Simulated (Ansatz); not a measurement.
This script for cell relaxations under several functionals of GePbO3, space group Pm-3m with Ansatz 0.2.0, Python API holds a mistake.

`lattice_gepbo3.py`
```python
'''Relaxed cell of GePbO3 under several functionals.'''

import warnings

import ansatz
import numpy as np

def edges_and_angles(cell):
    cell = np.asarray(cell)
    a, b, c = np.linalg.norm(cell, axis=1)
    cosines = cell[1] @ cell[2] / (b * c), cell[0] @ cell[2] / (a * c), cell[0] @ cell[1] / (a * b)
    return (a, b, c, *np.degrees(np.arccos(cosines)))


def main() -> None:
    warnings.simplefilter('ignore', ansatz.DeckWarning)

    vectors = np.array([
        [3.88844, 0.0, 0.0],
        [0.0, 3.88844, 0.0],
        [0.0, 0.0, 3.88844],
    ])
    crystal = (
        ansatz.Lattice.of(vectors)
        .atom('Ge', [0.5, 0.5, 0.5])
        .atom('Pb', [0.0, 0.0, 0.0])
        .atom('O', [0.0, 0.5, 0.5])
        .atom('O', [0.5, 0.5, 0.0])
        .atom('O', [0.5, 0.0, 0.5])
    )

    calculation = (
        crystal.calculation()
        .basis(470)
        .kpoints(mesh=(6, 6, 6))
        .occupations('fixed')
        .relax(cell=True, force_tolerance=0.01)
    )

    levels = [('pbesol', 'none'), ('lda', 'none'), ('pbesol', 'd3bj')]
    print('level            a       b       c    alpha   beta  gamma  V/atom  steps')
    for name, dispersion in levels:
        seen = []
        run = calculation.functional(name, dispersion=dispersion).session().plan()
        done = run.execute(on_event=lambda e: seen.append(e) if e['event'] == 'relax_step' else None)
        cell = done.lattice.cell_ang
        label = name if dispersion == 'none' else f'{name}+{dispersion}'
        print('{:13s} {:7.4f} {:7.4f} {:7.4f} {:6.2f} {:6.2f} {:6.2f}'.format(label, *edges_and_angles(cell)), f'{abs(np.linalg.det(cell)) / len(done.lattice.sites):7.3f} {len(seen):5d}')


if __name__ == '__main__':
    main()
```

Output of `python lattice_gepbo3.py`:
```text
level            a       b       c    alpha   beta  gamma  V/atom  steps
RunWarning: iter 1: σ=0 fill of 23 bands saw a band overlap (occupied 10.9457 eV > unoccupied 10.2141 eV) — on an unconverged iterate often a transient of an unconverged empty band; one that stands [...]
RunWarning: the bands overlap at the fill by count (23 filled at each k-point of a channel): the highest filled level, 11.530492 eV at k-index 3, stands 0.3940 eV over the lowest empty one, 11.136497 [...]
pbesol         3.8407  3.8407  3.8407  90.00  90.00  90.00  11.331     5
lda            3.8021  3.8021  3.8021  90.00  90.00  90.00  10.992     7
pbesol+d3bj    3.8169  3.8169  3.8169  90.00  90.00  90.00  11.122     7
```
(Warnings from the package without file and line, shortened, repeats left out.)

The script ran to its end, but the result can't be trusted. Why?

The fault: fixed occupations, though the bands overlap at this level of theory. Mended:

Script `lattice_gepbo3.py`:
```python
'''Relaxed cell of GePbO3 under several functionals.'''

import warnings

import ansatz
import numpy as np

def edges_and_angles(cell):
    cell = np.asarray(cell)
    a, b, c = np.linalg.norm(cell, axis=1)
    cosines = cell[1] @ cell[2] / (b * c), cell[0] @ cell[2] / (a * c), cell[0] @ cell[1] / (a * b)
    return (a, b, c, *np.degrees(np.arccos(cosines)))


def main() -> None:
    warnings.simplefilter('ignore', ansatz.DeckWarning)

    vectors = np.array([
        [3.88844, 0.0, 0.0],
        [0.0, 3.88844, 0.0],
        [0.0, 0.0, 3.88844],
    ])
    crystal = (
        ansatz.Lattice.of(vectors)
        .atom('Ge', [0.5, 0.5, 0.5])
        .atom('Pb', [0.0, 0.0, 0.0])
        .atom('O', [0.0, 0.5, 0.5])
        .atom('O', [0.5, 0.5, 0.0])
        .atom('O', [0.5, 0.0, 0.5])
    )

    calculation = (
        crystal.calculation()
        .basis(470)
        .kpoints(mesh=(6, 6, 6))
        .occupations('fermi_dirac', width=0.1)
        .relax(cell=True, force_tolerance=0.01)
    )

    levels = [('pbesol', 'none'), ('lda', 'none'), ('pbesol', 'd3bj')]
    print('level            a       b       c    alpha   beta  gamma  V/atom  steps')
    for name, dispersion in levels:
        seen = []
        run = calculation.functional(name, dispersion=dispersion).session().plan()
        done = run.execute(on_event=lambda e: seen.append(e) if e['event'] == 'relax_step' else None)
        cell = done.lattice.cell_ang
        label = name if dispersion == 'none' else f'{name}+{dispersion}'
        print('{:13s} {:7.4f} {:7.4f} {:7.4f} {:6.2f} {:6.2f} {:6.2f}'.format(label, *edges_and_angles(cell)), f'{abs(np.linalg.det(cell)) / len(done.lattice.sites):7.3f} {len(seen):5d}')


if __name__ == '__main__':
    main()
```

After the fix:

Output of `python lattice_gepbo3.py`:
```text
level            a       b       c    alpha   beta  gamma  V/atom  steps
pbesol         3.8422  3.8422  3.8422  90.00  90.00  90.00  11.345     5
lda            3.8035  3.8035  3.8035  90.00  90.00  90.00  11.005     7
pbesol+d3bj    3.8184  3.8184  3.8184  90.00  90.00  90.00  11.134     7
```

Reading the output:
- Forces vanish by symmetry, so the ions can't move, and the end may be a saddle.
- Dispersion corrections can be off by several per cent in the lattices of metals, and by several GPa in the pressure at a fixed cell.
- For a metal this k-point mesh is coarse: on a finer one energies can move by several to tens of meV an atom and pressures by half a GPa or more, differences at one mesh by less.
- Spin-orbit coupling, which matters for elements this heavy, is left out.
- The structure comes from a database of computed cells and needn't be a stable or known phase.
- It ran for 43 s on 1 thread of Arm Neoverse V2 (shared host), peak memory 0.47 GiB.
